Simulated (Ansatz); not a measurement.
ZrTi₂, space group P6/mmm: a test of the smearing width, run with the Python package of Ansatz (0.2.0).

Input file `zrti2.xyz`:
```text
3
Lattice="4.72441428 0.0 0.0 -2.36220714 4.09146279 0.0 0.0 0.0 3.00344532" Properties=species:S:1:pos:R:3 pbc="T T T"
Zr    0.00000000    0.00000000    0.00000000
Ti    2.36220716    1.36382091    1.50172266
Ti   -0.00000002    2.72764187    1.50172266
```

`zrti2.py`
```python
'''Smearing width test for ZrTi2.'''

import argparse
import logging
import sys
import warnings

import ansatz as az

logging.basicConfig(stream=sys.stdout, format='%(levelname)s %(message)s')
log = logging.getLogger('run')
log.setLevel(logging.INFO)

parser = argparse.ArgumentParser(description='Smearing width test for ZrTi2.')
parser.add_argument('--xc', default='PBEsol', help='exchange-correlation functional')
parser.add_argument('--cutoff', type=float, required=True, help='plane-wave cutoff (eV)')
parser.add_argument('--kmesh', type=int, nargs=3, default=[7, 7, 9], help='k-point sampling')
parser.add_argument('--scf-tol', type=float, required=True, help='SCF tolerance (eV)')
args = parser.parse_args()

warnings.simplefilter('ignore', az.DeckWarning)

system = az.Crystal.from_extxyz('zrti2.xyz')

setup = (
    system.calculation()
    .functional(args.xc)
    .basis(args.cutoff)
    .kpoints(*args.kmesh)
    .scf(tolerance=args.scf_tol)
    .stress()
)

rows = []
for value in [0.25, 0.15, 0.1, 0.05, 0.025]:
    r = setup.occupations('fermi_dirac', width=value).run().report
    rows.append((value, r['free_energy_ev'] / len(r['lattice']['sites']), r['n_iterations'], sum(r['stress_gpa'][i][i] for i in range(3)) / 3, r['n_kpoints']))

log.info('  width (eV)   F/atom (eV)    iterations       P (GPa)      k-points')
for row in rows:
    log.info(f'{str(row[0]):>12s}  {row[1]:12.5f}  {row[2]:12d}  {row[3]:12.3f}  {row[4]:12d}')

# the last row is the reference
for row in rows[:-1]:
    shift = 1000 * (row[1] - rows[-1][1])
    log.info(f'{row[0]}: {shift:+.2f} meV/atom' + ('  (within 2 meV)' if abs(shift) < 2 else ''))
```

How much does the free energy per atom change between the narrowest and the widest smearing, and why?

Going from 0.025 to 0.25 eV changes F by -126.6 meV an atom. With this scheme F falls roughly as the square of the width; the report's estimate for zero width (energy_sigma0_ev) moves by only +13.9 meV. The pressure moves from -4.00 to -2.77 GPa.

What the script printed:

Output of `python zrti2.py --cutoff 450.0 --scf-tol 1e-10`:
```text
INFO   width (eV)   F/atom (eV)    iterations       P (GPa)      k-points
INFO         0.25   -3025.56976             8        -2.770            40
INFO         0.15   -3025.48360             8        -3.631            40
INFO          0.1   -3025.45983             8        -3.850            40
INFO         0.05   -3025.44662             8        -3.963            40
INFO        0.025   -3025.44320             8        -4.002            40
INFO 0.25: -126.57 meV/atom
INFO 0.15: -40.40 meV/atom
INFO 0.1: -16.63 meV/atom
INFO 0.05: -3.43 meV/atom
```

What to keep in mind:
- The mesh is modest for a metal, so energies can be off by several to tens of meV an atom and pressures by half a GPa or more; differences at equal mesh fare better.
- The smearing is wide enough that free energy and stress hold a thermal part of the electrons.
- The narrowest width needs the finest mesh, so the last row is no converged reference.
- Pressure is positive in compression.
- This cell is a computed structure, which may not be the phase found in nature.
- Timing: 16 s on 1 thread of Intel(R) Xeon(R) Processor @ 2.30GHz, with other jobs on the host, peak memory 0.55 GiB.
